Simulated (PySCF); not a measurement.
# CH7Ge2NSi: the cost of one run

Programs: PySCF 2.14.0, with density-fitted response routines of our own. Each step states its level of theory. These are calculated values for one molecule in the gas phase, unless marked as measured. Atoms count from 0, in the outputs and in this text.

## Step 1: The starting structure

12 atoms, charge 0, multiplicity 1; geometry from: GFN2-xTB. The atoms were then displaced at random by about 0.01 Å, so the start is not that level's minimum.

Bonds of the start (Å): N0–C1 1.12, C1–Ge2 1.92, Ge2–Si3 2.41, Ge2–Ge4 2.39, Ge2–H5 1.53, Si3–H6 1.47, Si3–H7 1.45, Si3–H8 1.44, Ge4–H9 1.51, Ge4–H10 1.48, Ge4–H11 1.50.

## Step 2: Relaxing the molecule at PBE0-D3(BJ)/def2-SVP

Job settings and geometry (Å):

```
{"job": {"xc": "PBE0", "basis": "def2-SVP", "d3": "d3bj", "grid": 1, "shake": 0.01, "kind": "geom"}, "charge": 0, "multiplicity": 1}
N      0.072890     3.160140    -0.697620
C      0.049770     2.131050    -0.243820
Ge     0.042110     0.356710     0.479410
Si     2.149480    -0.692380    -0.022260
Ge    -2.062890    -0.561900    -0.178170
H     -0.074370     0.726890     1.961580
H      2.131160    -2.014490     0.619000
H      3.238960     0.114450     0.489720
H      2.237560    -0.846930    -1.448830
H     -2.309500    -1.915800     0.436580
H     -2.197020    -0.761430    -1.640420
H     -3.238450     0.275430     0.235800
```

Launch:

```bash
$ OMP_NUM_THREADS=1 python probes_run.py task.json out
```

This one command runs all jobs of the session in turn.

**Question.** How long does this first job take on 1 thread of Arm Neoverse N1, shared host, and how much memory does it need?

About 2.1 min, with a peak of 0.63 GiB.
